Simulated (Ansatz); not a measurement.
# CH₈AsNSi: a ladder of functionals and wavefunction methods

An exercise on one series of results from a longer session: the logs are not shown, and one member is left open.

Computed with Ansatz 0.2.0, Gaussian basis. Level: functionals in def2-TZVPP, the program's frozen cores in correlated methods.

The runs, in order: PBE-D4, r2SCAN-D4, PBE0-D4, B3LYP-D4, ωB97X-V, ωB97M-V, B2PLYP; CCSD(T)/def2-TZVPP; MP2/def2-QZVPP; extrapolation to the limit.

## The geometry

The geometry comes from an earlier relaxation with PBE0-D4 in a triple-zeta def2 set; it is a stationary point, not always the lowest conformer.

SMILES `CN([SiH3])[AsH2]`, 12 atoms, charge 0, spin multiplicity 1.

Atoms are counted from 1 here; the program's logs count them from 0.

Bond lengths: C1–N2 1.455 Å, C1–H5 1.094 Å, C1–H6 1.094 Å, C1–H7 1.098 Å, N2–Si3 1.724 Å, N2–As4 1.854 Å, Si3–H8 1.485 Å, Si3–H9 1.489 Å, Si3–H10 1.494 Å, As4–H11 1.538 Å, As4–H12 1.525 Å. Angles: N2–C1–H5 110.6°, N2–C1–H6 109.7°, N2–C1–H7 113.5°, H5–C1–H6 107.5°, H5–C1–H7 107.7°, H6–C1–H7 107.6°, C1–N2–Si3 120.0°, C1–N2–As4 114.5°, Si3–N2–As4 120.9°, N2–Si3–H8 108.7°, N2–Si3–H9 108.1°, N2–Si3–H10 113.6°, H8–Si3–H9 110.7°, H8–Si3–H10 107.8°, H9–Si3–H10 107.9°, N2–As4–H11 99.9°, N2–As4–H12 95.9°, H11–As4–H12 91.1°.

Set-up of the first run:

The input, in.yaml:

```yaml
crystal:
  periodic: [false, false, false]
  atoms:
    - {symbol: C, position_ang: [-0.820180, 1.261480, -0.552579]}
    - {symbol: N, position_ang: [-0.374977, -0.004249, 0.010496]}
    - {symbol: Si, position_ang: [1.023079, -0.054236, 1.018182]}
    - {symbol: As, position_ang: [-0.923163, -1.502261, -0.934215]}
    - {symbol: H, position_ang: [-1.876205, 1.206926, -0.833342]}
    - {symbol: H, position_ang: [-0.718785, 2.053794, 0.194597]}
    - {symbol: H, position_ang: [-0.253392, 1.568834, -1.441667]}
    - {symbol: H, position_ang: [0.974353, -1.291676, 1.837516]}
    - {symbol: H, position_ang: [1.010625, 1.153618, 1.889003]}
    - {symbol: H, position_ang: [2.308974, -0.059193, 0.257459]}
    - {symbol: H, position_ang: [0.404997, -1.890651, -1.605880]}
    - {symbol: H, position_ang: [-0.678225, -2.497486, 0.194529]}
basis:
  gaussian: {orbitals: def2-TZVPP}
hamiltonian: {xc: pbe, dispersion: d4}
output: {forces: true, orbitals: {seedname: orbitals}}
```

Command:

```
> ansatz run in.yaml --threads 4 --pin off --events-out ev --progress --plain --max-ram 10444MiB
```

Among the steps run: PBE-D4 (GGA); r2SCAN-D4 (meta-GGA); PBE0-D4 (hybrid); B3LYP-D4 (hybrid); ωB97X-V (range-separated); ωB97M-V (range-separated); B2PLYP (double hybrid); CCSD(T) in def2-TZVPP; MP2 in def2-QZVPP.

One table of the session follows, with a row left open; its other results are not shown here.

| method | atomisation energy (eV) |
| --- | --- |
| PBE-D4 | 39.439 |
| r2SCAN-D4 | 39.000 |
| PBE0-D4 | 38.900 |
| B3LYP-D4 | 39.414 |
| ωB97X-V | 39.564 |
| ωB97M-V | 39.259 |
| B2PLYP | 38.706 |
| HF/def2-TZVPP | ? |
| MP2/def2-TZVPP | 37.985 |
| CCSD/def2-TZVPP | 37.591 |
| CCSD(T)/def2-TZVPP | 38.103 |
| MP2/CBS | 39.050 |
| CCSD(T)/CBS | 39.168 |

Q: Estimate the row for HF/def2-TZVPP from the others.

As computed: atomisation energy (eV): 27.627. In the column «atomisation energy (eV)» it is the lowest.

To keep in mind: Free atoms (1 C, 1 N, 1 Si, 1 As, 8 H) were run apart at each level; the atomisation energy is their sum less the molecule, without zero-point or spin-orbit terms.
